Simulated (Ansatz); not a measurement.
# WH4+ (doublet): wave-function methods side by side, def2-SVP

One table from this session's results is given with a row withheld; the runs are named, their logs left out.

Method: def2-SVP, core rule «outside noble gas», up to 4 orbitals frozen; program: Ansatz 0.2.0, Gaussian basis.

Plan: UHF; CCSD(T) on ROHF; CCSD(T) on UHF; CISD; CCSDT(Q) on ROHF; CCSDT(Q) on UHF; CASSCF and MRCISD+Q, 9 electrons in 10 orbitals; CASSCF and NEVPT2, 9 electrons in 10 orbitals.

16 further runs of the same task are left out: 5 that didn't finish, 11 set aside as unsound or not needed.

## What is computed

The geometry is a PBE0/def2-TZVP stationary point (not a proven minimum) of the parent state, kept for this charge and spin. No spin-orbit coupling is included. Elements past krypton take def2 core potentials.

5 atoms, charge 1, spin multiplicity 2.

Atoms are counted from 1 here; the program's logs count them from 0.

Bond lengths: W1–H2 1.704 Å, W1–H3 1.704 Å, W1–H4 1.704 Å, W1–H5 1.704 Å. Angles: H2–W1–H3 109.5°, H2–W1–H4 109.5°, H2–W1–H5 109.5°, H3–W1–H4 109.5°, H3–W1–H5 109.5°, H4–W1–H5 109.5°.

The first run:

in.yaml

```yaml
crystal:
  periodic: [false, false, false]
  atoms:
    - {symbol: W, position_ang: [0.000000, 0.000000, 0.000000]}
    - {symbol: H, position_ang: [0.982703, 0.985302, 0.983701]}
    - {symbol: H, position_ang: [-0.986103, -0.981502, 0.984097]}
    - {symbol: H, position_ang: [-0.981699, 0.982499, -0.987499]}
    - {symbol: H, position_ang: [0.985099, -0.986299, -0.980299]}
basis:
  gaussian: {orbitals: def2-SVP}
total_charge: 1
magnetization: {spin_polarized: true, initial_magnetization: 1}
hamiltonian: {xc: hf}
output: {orbitals: {seedname: orbitals}}
```

The run is started by

```
> ansatz run in.yaml --threads 1 --pin off --events-out ev --progress --plain --max-ram 2393MiB
```

Steps of the session up to this table: UHF; CCSD(T) on ROHF; CCSD(T) on UHF; CISD; CCSDT(Q) on ROHF; CCSDT(Q) on UHF; CASSCF and MRCISD+Q, 9 electrons in 10 orbitals; CASSCF and NEVPT2, 9 electrons in 10 orbitals.

One of the session's tables, all rows but one given; the rest of the session is left out.

| method | from RCCSDT(Q) (kcal/mol) |
| --- | --- |
| ROHF | +128.55 |
| UHF | +126.23 |
| RMP2 | +26.40 |
| UMP2 | +26.25 |
| CISD | +14.42 |
| RCCSD | +4.42 |
| UCCSD | +3.64 |
| RCCSD(T) | +0.80 |
| UCCSD(T) | +0.06 |
| RCCSDT | +0.17 |
| UCCSDT | -0.60 |
| RCCSDT(Q) | 0 |
| UCCSDT(Q) | -0.79 |
| CASSCF valence | ? |
| NEVPT2 valence | +15.79 |
| MRCISD valence | +3.37 |
| MRCISD+Q valence | +0.52 |

Estimate the missing values for CASSCF valence.

The run gave: from RCCSDT(Q) (kcal/mol): +64.24. In the column «from RCCSDT(Q) (kcal/mol)» it lies between RMP2 (+26.40) and UHF (+126.23).

Caveats from the session: Restricted and unrestricted rows rest on different reference determinants; where their highest levels disagree by more than a few hundredths of an eV, they describe different states and don't form one ladder.
